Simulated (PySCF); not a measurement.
# How the numerical set-up moves the result for OMo2

The method stays; parts of the set-up, such as the basis or the Hamiltonian, are changed.

Computed with PySCF 2.14.0. Level: each script names its method and basis.

1 further run of the same task is left out (it didn't finish). Runs told in other sessions of the task aren't counted.

## 1. Starting geometry

OMo2: 3 atoms, charge 0, spin multiplicity 1.

Bond lengths: O1–Mo2 1.826 Å, O1–Mo3 1.826 Å, Mo2–Mo3 2.479 Å. Angles: Mo2–O1–Mo3 85.5°, O1–Mo2–Mo3 47.2°, O1–Mo3–Mo2 47.2°.

## 2. Base script

input.py

```python
from pyscf import gto, dft

mol = gto.M(
    atom='O 0 0 -1.2392; Mo 1.2395 0 0.1012; Mo -1.2395 0 0.1012',
    basis='sto-3g',
    charge=0,
    spin=0,
    symmetry=True,
    verbose=3,
)
mf = dft.RKS(mol, xc='pbesol')
mf.kernel()
mf.analyze()
print('orbital energies (hartree):', mf.mo_energy[..., max(0, mol.nelec[1]-3):mol.nelec[0]+3].round(4))
```

Run with:

```bash
$ OMP_NUM_THREADS=1 python input.py
```

The log of this run is left out.

## 3. Integration grid 4

Variant 1 changes integration grid: default → 4.

input.py: that of step 2 with these lines changed.

```diff
@@ -11,2 +11,3 @@
 mf = dft.RKS(mol, xc='pbesol')
+mf.grids.level = 4
 mf.kernel()
```

## 4. Sbkjc (core potential on)

Variant 2 changes basis set: sto-3g → sbkjc; core potential: off → on. The core potential changes with it: totals don't compare.

input.py

```python
from pyscf import gto, dft

mol = gto.M(
    atom='O 0 0 -1.2392; Mo 1.2395 0 0.1012; Mo -1.2395 0 0.1012',
    basis='sbkjc',
    ecp={'O': 'sbkjc', 'Mo': 'sbkjc'},
    charge=0,
    spin=0,
    symmetry=True,
    verbose=3,
)
mf = dft.RKS(mol, xc='pbesol')
mf.kernel()
mf.mulliken_pop()
mf.dip_moment()
print('orbital energies (hartree):', mf.mo_energy[..., max(0, mol.nelec[1]-3):mol.nelec[0]+3].round(4))
```

What does the calculation give? Wanted: for each run, E(SCF); from base; gap; SCF dipole.

**Answer**, as computed:

```
                      run  E(SCF) (hartree)  from base (eV)  gap (eV)  SCF dipole (D)  functions
                     base      -7943.960532               0      0.05            1.01         59
       integration grid 4      -7943.960519         +0.0003      0.05            1.01         59
sbkjc (core potential on)       -151.523646  not comparable       n/a            0.08         70
```

What this shows: Total energies from different bases, Hamiltonians or methods carry different errors, so properties are taken as differences within one set-up.
